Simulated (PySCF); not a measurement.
# BrRb (RbBr): the cost of one run

Computed with PySCF 2.14.0 and routines of our own; the level stands in each step. Atoms count from 0.

## 1. The starting structure

2 atoms, charge 0, multiplicity 1; geometry from: GFN2-xTB.

## 2. Optimising the geometry at PBE0-D3(BJ)/def2-SVP

The job: settings as JSON, then the geometry in Å.

```
{"job": {"xc": "PBE0", "basis": "def2-SVP", "d3": "d3bj", "grid": 1, "maxiter": 30, "shake": 0.01, "kind": "geom"}, "charge": 0, "multiplicity": 1}
Br     1.490740    -0.028360     0.001230
Rb    -1.473250    -0.000460    -0.013350
```

On the command line:

```bash
OMP_NUM_THREADS=1 python heavy_run.py task.json out
```

One launch serves the whole session: the jobs run in the order shown.

**Question.** How long does this first job take on 1 thread of Arm Neoverse N1, shared host, and how much memory does it need?

About 9.3 s, with a peak of 0.27 GiB.
